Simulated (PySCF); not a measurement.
**Cu³⁺: dipole response in aug-cc-pwCVTZ-DK**

How polarisable is Cu³⁺ at the levels listed below?

Program: PySCF 2.14.0. Level of theory: unrestricted determinants in a Gaussian basis, no spin-orbit coupling in the energies. These are calculated values, not measurements, unless marked.

**1. The system**

| Property | Result |
| --- | --- |
| Element | copper (Z = 29) |
| Basis | aug-cc-pwCVTZ-DK (10s9p7d4f3g, 127 functions) |
| Hamiltonian | the spin-free X2C one-electron Hamiltonian (Gaussian nucleus) |
| State 1 | Cu³⁺: [Ar] 3d8, high-spin 3F determinant |
| Methods | PBE0 |

The outer shells:

Cu3+ [Ar] 3d8
```
[Ar] core
3d [↑↓][↑↓][↑↓][↑ ][↑ ]
```

The runs were made by one driver on top of PySCF. The scripts below sum up each run's settings (the driver also hands on starting orbitals that pick excited configurations, and frozen orbitals as a list rather than a count), and the logs come from the driver's own runs. The driver starts from symmetry-adapted Hartree-Fock orbitals, holds the occupation by maximum overlap and uses a logarithmic radial grid for functionals, so a plain start would take other cycles.

The integrals over 127 functions and the set-up took 4 s of CPU time.

**2. Cu³⁺, at PBE0**

PBE0:

input.py

```python
from pyscf import gto, scf, dft, mp, cc
import basis_set_exchange as bse
mol = gto.M(atom="Cu 0 0 0", charge=3, spin=2, symmetry="D2h",
            basis=gto.basis.parse(bse.get_basis("aug-cc-pwCVTZ-DK", elements=["Cu"], fmt="nwchem")),
            nucmod="G")
mf = dft.UKS(mol, xc="PBE0").sfx2c1e()
mf.irrep_nelec = {'Ag': (5, 3), 'B1g': (1, 1), 'B2g': (1, 1), 'B3g': (1, 1), 'B1u': (2, 2), 'B2u': (2, 2), 'B3u': (2, 2)}
mf.kernel()
```

Output:

```text
damping factor = 0
level_shift factor = 0
DIIS = <class 'pyscf.scf.diis.CDIIS'>
diis_start_cycle = 1
diis_space = 10
diis_damp = 0
SCF conv_tol = 1e-09
SCF conv_tol_grad = None
number electrons alpha = 14  beta = 12
XC functionals = PBE0
    C. Adamo and V. Barone.,  J. Chem. Phys. 110, 6158 (1999)
    M. Ernzerhof and G. E. Scuseria.,  J. Chem. Phys. 110, 5029 (1999)
cycle= 1 E= -1652.1426438384  delta_E= -0.0114  |g|= 0.0424  |ddm|= 0.254
cycle= 2 E= -1652.14260569754  delta_E= 3.81e-05  |g|= 0.0538  |ddm|= 0.0458
cycle= 3 E= -1652.1429053989  delta_E= -0.0003  |g|= 0.00288  |ddm|= 0.0212
cycle= 4 E= -1652.14290648884  delta_E= -1.09e-06  |g|= 0.00034  |ddm|= 0.0016
cycle= 5 E= -1652.1429065103  delta_E= -2.15e-08  |g|= 4.29e-05  |ddm|= 0.000239
cycle= 6 E= -1652.14290651077  delta_E= -4.69e-10  |g|= 3.5e-06  |ddm|= 4.37e-05
converged SCF energy = -1652.14290651077  <S^2> = 2.0008096  2S+1 = 3.0005397
```

CPU time 1.9 min on a shared host, the integrals not counted.

Orbital energies by shell (radii are means over both spins):

```
shell  electrons  mean orbital energy (eV)  spread (eV)  rms radius (bohr)
 1s β          1                   -8940.3            0             0.0601
 1s α          1                   -8940.3            0             0.0601
 2s α          1                   -1128.0            0              0.255
 2s β          1                   -1126.5            0              0.255
 2p α          3                   -979.01            0              0.228
 2p β          3                   -977.70            0              0.228
 3s α          1                   -169.12            0              0.758
 3s β          1                   -165.71            0              0.758
 3p α          3                   -124.75            0              0.799
 3p β          3                   -121.08            0              0.799
 3d α          5                   -53.178        1.557              0.959
 3d β          3                   -51.088            0              0.959
```

⟨S²⟩ = 2.001, ⟨L²⟩ = 12.01.

The driver then solved the coupled dipole response at imaginary frequencies: mean α = 1.584 bohr³, C₆ = 3.693 au for a like pair.

Radial density 4πr²ρ of Cu³⁺ at PBE0:

```csv
r (bohr),density,spin density
0.000925,0.273,0.000
0.00156,0.681,0.000
0.00262,1.66,0.000
0.00440,3.92,0.000
0.00740,8.69,0.000
0.0125,17.3,0.000
0.0209,28.8,-0.001
0.0352,35.4,-0.001
0.0593,30.2,0.000
0.0997,30.4,0.021
0.168,40.3,0.202
0.282,23.6,0.971
0.474,20.0,2.200
0.798,17.8,1.967
1.34,3.95,0.607
2.26,0.261,0.047
3.80,0.00212,0.000
```

**3. The response side by side**

Cu³⁺, in atomic units:

| method | mean α | C₆ (like pair) | S(−4) |
| --- | --- | --- | --- |
| PBE0 | 1.584 | 3.693 | 0.8223 |

α(iu) at PBE0:

| u (hartree) | α(iu) (bohr³) |
| --- | --- |
| 0 | 1.584 |
| 0.0500 | 1.582 |
| 0.100 | 1.576 |
| 0.200 | 1.553 |
| 0.300 | 1.516 |
| 0.500 | 1.419 |
| 0.750 | 1.280 |
| 1.00 | 1.148 |
| 1.50 | 0.9278 |
| 2.00 | 0.7607 |
| 3.00 | 0.5341 |
| 5.00 | 0.3024 |

**4. What came out**

| quantity | value |
| --- | --- |
| α of Cu³⁺ | 1.584 (PBE0) bohr³ |

A single London oscillator with the computed α and C₆ of Cu³⁺ at PBE0 would have ω = 4 C₆ / (3 α²) = 1.96 hartree. All values hold for this basis alone; no basis-set limit was taken.
